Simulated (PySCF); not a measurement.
# Co₂H₆: relaxation and vibrations of the singlet

The task is one start of a wider search on Co₂H₆: the singlet, from a ethane-like start. It is relaxed, tested by its Hessian and followed downhill if it is a saddle.

The runs use PySCF 2.14.0; PBE0, basis Co def2-TZVP, H def2-TZVP, no relativity, density fitting.

## Step 1: Starting geometry

8 atoms, charge 0, spin multiplicity 1.

Bond lengths: Co1–Co2 2.220 Å, Co1–H3 1.429 Å, Co1–H4 1.429 Å, Co1–H5 1.429 Å, Co2–H6 1.429 Å, Co2–H7 1.429 Å, Co2–H8 1.429 Å. Angles: Co2–Co1–H3 109.9°, Co2–Co1–H4 109.9°, Co2–Co1–H5 109.9°, H3–Co1–H4 109.1°, H3–Co1–H5 109.1°, H4–Co1–H5 109.1°, Co1–Co2–H6 109.9°, Co1–Co2–H7 109.9°, Co1–Co2–H8 109.9°, H6–Co2–H7 109.1°, H6–Co2–H8 109.1°, H7–Co2–H8 109.1°.

```xyz
8
charge 0 multiplicity 1
Co    0.0000    0.0000    1.1100
Co    0.0000    0.0000   -1.1100
H     1.3442    0.0000    1.5962
H    -0.6721    1.1641    1.5962
H    -0.6721   -1.1641    1.5962
H     0.6721    1.1641   -1.5962
H    -1.3442    0.0000   -1.5962
H     0.6721   -1.1641   -1.5962
```

## Step 2: The SCF at the typed geometry

One driver script runs all steps and calls PySCF; scf.py shows how it sets up the SCF of each step. The optimiser is the driver's own. After this first run the driver tries any further starts and a stability analysis.

Input file scf.py:

```python
from pyscf import gto, scf, dft
mol = gto.M(atom='''
Co     0.000000     0.000000     1.110000
Co     0.000000     0.000000    -1.110000
H      1.344200     0.000000     1.596200
H     -0.672100     1.164100     1.596200
H     -0.672100    -1.164100     1.596200
H      0.672100     1.164100    -1.596200
H     -1.344200     0.000000    -1.596200
H      0.672100    -1.164100    -1.596200''',
    basis={'Co': 'def2-TZVP', 'H': 'def2-TZVP'},
    charge=0, spin=0)
mf = dft.RKS(mol, xc='PBE0')
mf.grids.atom_grid = (50, 194)
aux = {'Co': 'def2-universal-JKFIT', 'H': 'def2-universal-JKFIT'}
mf = mf.density_fit(auxbasis=aux)
mf.conv_tol = 1e-08
mf.diis_space = 10
mf.max_cycle = 60
mf.init_guess = 'minao'
mf.verbose = 4
mf.kernel()
```

On the command line:

```bash
$ OMP_NUM_THREADS=4 python axn.py task.json out
```

After this run come: Ethane-like start, singlet: relaxation; Frequencies; Downhill along the imaginary mode; Hessian and properties; Following the imaginary mode; Is it a minimum? Harmonic modes; A spin-polarised start; Is it a minimum? Harmonic modes.

What does the calculation give? Wanted: minimum; geometry; wavenumbers; dipole moment; highest occupied, lowest empty level; polar-tensor charge of Co1; zero-point energy; atomisation energy; ⟨S²⟩.

As calculated:

| quantity | value |
| --- | --- |
| minimum | broken-symmetry (Ms = 0), Cs |
| geometry | Co–Co 2.267 Å, Co–H 1.445 Å (×2), Co–H 1.468 Å (×3), Co–H 1.588 Å, Co–H 1.919 Å (×2); Co–Co–H 40.0° (×2), Co–Co–H 49.2°, Co–Co–H 57.2° (×2), Co–Co–H 128.8°, Co–Co–H 132.9° (×2), Co–H–Co 82.8° (×2) |
| wavenumbers (cm⁻¹) | 181 (a''), 296 (a'), 317 (a'), 441 (a''), 491 (a'), 569 (a''), 610 (a'), 698 (a''), 744 (a''), 774 (a'), 961 (a'), 992 (a'), 1582 (a'), 1929 (a''), 1954 (a'), 2032 (a'), 2092 (a''), 2100 (a') |
| dipole moment | 1.21 D |
| highest occupied, lowest empty level (either spin) | -7.25, -2.91 eV |
| polar-tensor charge of Co1 | +0.46 e |
| zero-point energy | 112.2 kJ/mol |
| entropy at 298.15 K | 304.5 J/(mol K) |
| atomisation energy (no zero-point energy) | 1395 kJ/mol |
| ⟨S²⟩ | 0.400 |

What this shows: The ethane-like start (D3d) ends in a minimum of Cs symmetry, after a stop at a saddle point 7.0 kJ/mol higher, from which it was pushed off along an imaginary mode. The determinant is spin-contaminated (⟨S²⟩ = 0.40 against 0.00), so it is no pure spin state. The strongest infrared band lies at 961 cm⁻¹ (a'). Other starts or spin states, not run here, may lie lower.
